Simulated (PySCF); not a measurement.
**BBr+: from the state search to spectroscopic constants**

One table from this session's results is given with a row withheld; the runs are named, their logs left out.

Program: PySCF 2.14.0. Level of theory: B pcseg-1, Br pcseg-1, no relativity. These are calculated values, not measurements.

The first run:

A driver script around PySCF takes these settings:

```json
{
 "atoms": "B, Br",
 "charge": "1",
 "basis": "B pcseg-1, Br pcseg-1",
 "Hamiltonian": "no relativity",
 "basis functions": "41",
 "electrons treated": "39",
 "masses in u": "11.0093, 78.9183",
 "levels": "PBE0, PBE, r²SCAN, LDA, PBEsol, B2PLYP, HF, MP2, SCS-MP2, CCSD, CCSD(T)",
 "grid": "80 radial by 434 angular points",
 "occupations": "held fixed by the projection of orbital angular momentum",
 "dissociation limit": "B+ + Br, each in its ground configuration",
 "starting distance in angstrom": "2.030",
 "values of 2S to try": "1, 3"
}
```

The run is started by

```bash
OMP_NUM_THREADS=1 python dia.py task.json out
```

Steps of the session up to this table: Input; The PBE0 curve of the state that the search chose; Excited determinants; PBE; r²SCAN (meta-GGA); LDA; PBEsol; B2PLYP; UHF (mean field); Adding correlation.

One of the session's tables, all rows but one given; the rest of the session is left out.

Energy (eV) from each level's lowest point:

```
R (Å)    UHF  UHF-MP2  UHF-SCS-MP2  UHF-CCSD  UHF-CCSD(T)
1.512  1.481    1.507        1.516       n/a          n/a
1.582  0.656    0.672        0.681     0.690        0.714
1.653      ?        ?            ?         ?            ?
1.705  0.042    0.045        0.049     0.054        0.060
1.758  0.000    0.000        0.000     0.000        0.000
1.811  0.048    0.049        0.043     0.035        0.029
1.881  0.212    0.222        0.206     0.182        0.169
1.969  0.518    0.559        0.524     0.466        0.450
2.074  0.943    1.065        1.001     0.871        0.861
2.215  1.464    1.777        1.668       n/a          n/a
```

Estimate the missing values for R (Å) = 1.653.

Worked estimate for «UHF». A straight line through the neighbours (1.582, 0.656) and (1.705, 0.042) gives 0.656 + (0.042 − 0.656) × (1.653 − 1.582) / (1.705 − 1.582) = 0.302; a parabola fitted to 4 rows on both sides gives 0.182.

The run gave: UHF: 0.202; UHF-MP2: 0.209; UHF-SCS-MP2: 0.216; UHF-CCSD: 0.224; UHF-CCSD(T): 0.238. In «UHF» the line misses by +0.100 and the parabola by -0.020.

State 2 has its PBE0 minimum 4.36 eV higher. The other levels ran on the lowest alone.
